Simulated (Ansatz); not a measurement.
**CH6NSbSi: one species, many methods**

How much do the methods differ for CH6NSbSi? The plan is to run it at one geometry with functionals of several rungs and with coupled cluster, and see how far each lands from CCSD(T) at the basis-set limit for the atomisation energy.

Method: functionals in def2-TZVPP, the program's frozen cores in correlated methods; program: Ansatz 0.2.0, Gaussian basis.

Plan: PBE-D4, r2SCAN-D4, PBE0-D4, B3LYP-D4, ωB97X-V, ωB97M-V, B2PLYP; CCSD(T)/def2-TZVPP; MP2/def2-QZVPP; extrapolation to the limit.

### 1 The geometry

An earlier PBE0-D4 in a triple-zeta def2 set relaxation fixed the geometry. Sb takes the def2 core potential; no spin-orbit term is included.

SMILES `C1[NH][SbH][SiH2]1`, 10 atoms, charge 0, spin multiplicity 1.

Atoms are counted from 1 here; the program's logs count them from 0.

Bond lengths: C1–N2 1.481 Å, C1–Si4 1.905 Å, C1–H5 1.094 Å, C1–H6 1.096 Å, N2–Sb3 2.090 Å, N2–H7 1.014 Å, Sb3–Si4 2.572 Å, Sb3–H8 1.716 Å, Si4–H9 1.492 Å, Si4–H10 1.492 Å. Angles: N2–C1–Si4 102.2°, N2–C1–H5 112.0°, N2–C1–H6 108.7°, Si4–C1–H5 116.5°, Si4–C1–H6 110.4°, H5–C1–H6 106.9°, C1–N2–Sb3 105.2°, C1–N2–H7 110.4°, Sb3–N2–H7 109.0°, N2–Sb3–Si4 68.3°, N2–Sb3–H8 91.3°, Si4–Sb3–H8 90.6°, C1–Si4–Sb3 77.9°, C1–Si4–H9 120.2°, C1–Si4–H10 111.0°, Sb3–Si4–H9 126.5°, Sb3–Si4–H10 109.6°, H9–Si4–H10 108.5°.

### 2 PBE-D4 (GGA)

Input file in.yaml:

```yaml
crystal:
  periodic: [false, false, false]
  atoms:
    - {symbol: C, position_ang: [-0.634025, 0.438026, -0.557182]}
    - {symbol: N, position_ang: [-0.055810, -0.761396, -1.205803]}
    - {symbol: Sb, position_ang: [0.929736, -1.791280, 0.322458]}
    - {symbol: Si, position_ang: [0.502640, 0.665395, 0.954719]}
    - {symbol: H, position_ang: [-0.702608, 1.284327, -1.247093]}
    - {symbol: H, position_ang: [-1.655454, 0.206138, -0.234932]}
    - {symbol: H, position_ang: [0.620883, -0.490517, -1.910275]}
    - {symbol: H, position_ang: [-0.564421, -2.252854, 1.029208]}
    - {symbol: H, position_ang: [-0.056542, 1.164937, 2.245097]}
    - {symbol: H, position_ang: [1.698801, 1.486025, 0.606704]}
basis:
  gaussian: {orbitals: def2-TZVPP}
hamiltonian: {xc: pbe, dispersion: d4}
output: {forces: true, orbitals: {seedname: orbitals}}
```

On the command line:

```
ansatz run in.yaml --threads 4 --pin off --events-out ev --progress --plain --max-ram 10444MiB
```

Further steps of the session: r2SCAN-D4 (meta-GGA); PBE0-D4 (hybrid); B3LYP-D4 (hybrid); ωB97X-V (range-separated); ωB97M-V (range-separated); B2PLYP (double hybrid); CCSD(T) in def2-TZVPP; MP2 in def2-QZVPP.

**Question.** What will the summary of the whole plan be? Wanted: atomisation energy, CCSD(T)/CBS; farthest; mean size of error, hybrid; mean size of error, range-separated; gap, smallest and largest; T1 diagnostic; triples share of the correlation energy.

As calculated:

| quantity | value |
| --- | --- |
| atomisation energy, CCSD(T)/CBS | 745.1 kcal/mol |
| functionals within 7.5 kcal/mol (1.0 %) | r2SCAN-D4, PBE0-D4, B3LYP-D4, ωB97X-V, ωB97M-V |
| farthest | PBE-D4 (+13.2 kcal/mol) |
| mean size of error, hybrid | 2.3 kcal/mol |
| mean size of error, range-separated | 4.0 kcal/mol |
| gap, smallest and largest | 3.09 eV (PBE-D4), 9.25 eV (ωB97X-V) |
| T1 diagnostic | 0.0143 |
| triples share of the correlation energy | 3.8 % |

**Reading.** PBE-D4 is off by +13.2 kcal/mol. Double hybrids carry the basis error of their MP2 part in triple zeta, and no dispersion term here, so their miss is partly the set-up's. Misses under about 7.5 kcal/mol are within the doubt on the reference itself, which lacks core-valence correlation, spin-orbit coupling and higher excitations, and its outer-core shells are covered unevenly. All levels share the lack of spin-orbit coupling, which lowers the free heavy atoms and so the true binding. Hartree-Fock recovers 66 % of the binding; the rest is correlation. Orbital gaps span 3.1 to 9.2 eV; exact exchange widens them. Correlated methods include outer-core shells of Sb, which these sets cover unevenly.
